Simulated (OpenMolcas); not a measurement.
# Hf²⁺ among point charges: CASSCF levels and susceptibility

How does a field of 3 point charges split the states of Hf²⁺, and what χT follows?

Program: OpenMolcas 26.06. Level of theory: state-averaged CASSCF, spin-orbit coupling by RASSI with atomic mean-field integrals. These are calculated values, not measurements, unless marked.

1 further run of the same task is left out (it didn't finish).

**1. Starting point**

```
Species                           : Hf²⁺ (hafnium, Z = 72, 70 electrons)
Basis                             : ANO-RCC-VDZP [7s6p4d2f1g], 68 functions
Scalar Hamiltonian                : DKH2, point nucleus
Inactive shells                   : 1s 2s 2p 3s 3p 3d 4s 4p 4d 4f 5s 5p
Active space                      : 2 electrons in 5 orbitals (5d)
Some configurations of this space : 5d2
Orbitals                          : optimised for each spin and parity, averaged over all roots
```

Outer shells as boxes (Hund's rule):

5d2
```
5d [↑ ][↑ ][  ][  ][  ]
```

The ion sits among 3 point charges of -3 e arranged as a planar triangle (D3h), 1.82 Å from the ion. The active orbitals were held to one l.

Each step is its own input file, run in one work folder so that later steps find the files of earlier ones. Labels, J, g values, rates, χT and fits are worked out afterwards by a script from the matrices that RASSI stores.

**2. One- and two-electron integrals**

The input, a.inp:

```
&GATEWAY
Coord
1

Hf 0.0 0.0 0.0
Basis=ANO-RCC-VDZP
Group=NoSym
NoMove
AngMom=0.0 0.0 0.0
AMFI
XField
3 Angstrom 0
1.820000 0.000000 0.000000 -3.000000
-0.910000 1.576166 0.000000 -3.000000
-0.910000 -1.576166 0.000000 -3.000000
&SEWARD
```

**3. CASSCF: triplets, 10 roots**

The input, a.inp:

```
&RASSCF
FileOrb=start.orb
Symmetry=1
Spin=3
nActEl=2 0 0
Inactive=34
Ras2=5
CIRoot=10 10 1
SDav=10
CIMx=300
Iter=120 100
PrWF=0.3
OrbListing=Nothing
MaxOrb=0
SupSym
1
20 10 11 12 13 14 19 20 21 22 23 35 36 37 38 39 48 49 50 51 52
>>> COPY $Project.JobIph JOB001
```

start.orb holds the contracted functions of the basis, ordered by shell, or the orbitals of the step before.

**4. Reference wave functions, singlets, 15 roots**

The input, a.inp:

```
&RASSCF
FileOrb=start.orb
Symmetry=1
Spin=1
nActEl=2 0 0
Inactive=34
Ras2=5
CIRoot=15 15 1
SDav=15
CIMx=300
Iter=120 100
PrWF=0.3
OrbListing=Nothing
MaxOrb=0
SupSym
1
20 10 11 12 13 14 19 20 21 22 23 35 36 37 38 39 48 49 50 51 52
>>> COPY $Project.JobIph JOB002
```

**5. RASSI: spin-orbit coupling between the states**

The input, a.inp:

```
&RASSI
NrOfJobIphs=2 10 15
1 2 3 4 5 6 7 8 9 10
1 2 3 4 5 6 7 8 9 10 11 12 13 14 15
IphNames
JOB001
JOB002
EJob
SpinOrbit
DIPRint=1.0
SOCoupling=1000.0
Subsets=2
Property=9
'ANGMOM' 1 'ANGMOM' 2 'ANGMOM' 3 'MLTPL  1' 1 'MLTPL  1' 2 'MLTPL  1' 3
'AMFI' 1 'AMFI' 2 'AMFI' 3
SOProperty=3
'ANGMOM' 1 'ANGMOM' 2 'ANGMOM' 3
```

Before running it: what results should come out? Wanted: spin-free ground state; first state of the same spin within the active space; lowest level; next level.

**Answer**, as computed:

| quantity | value |
| --- | --- |
| method | CASSCF |
| spin-free ground state | 3A2, 1-fold in its orbital part |
| first state of the same spin within the active space | 3E at 13800 cm⁻¹ |
| lowest level | 1-fold A1 |
| next level | 37.4 cm⁻¹ |
| χT at 300 K | 0.90 cm³ K/mol |
| effective moment at 300 K | 2.69 μB |

What this shows: The spin-free ground state (3A2) comes to 82 % from free-ion F terms and keeps the highest spin of the shell. χT at 300 K is 0.90, against 1.00 cm³ K/mol for the spin alone, so spin-orbit coupling lowers it. The field of point charges can differ much from that of real complexes. Point charges carry no covalency, so the field is a model and not that of real ligands.
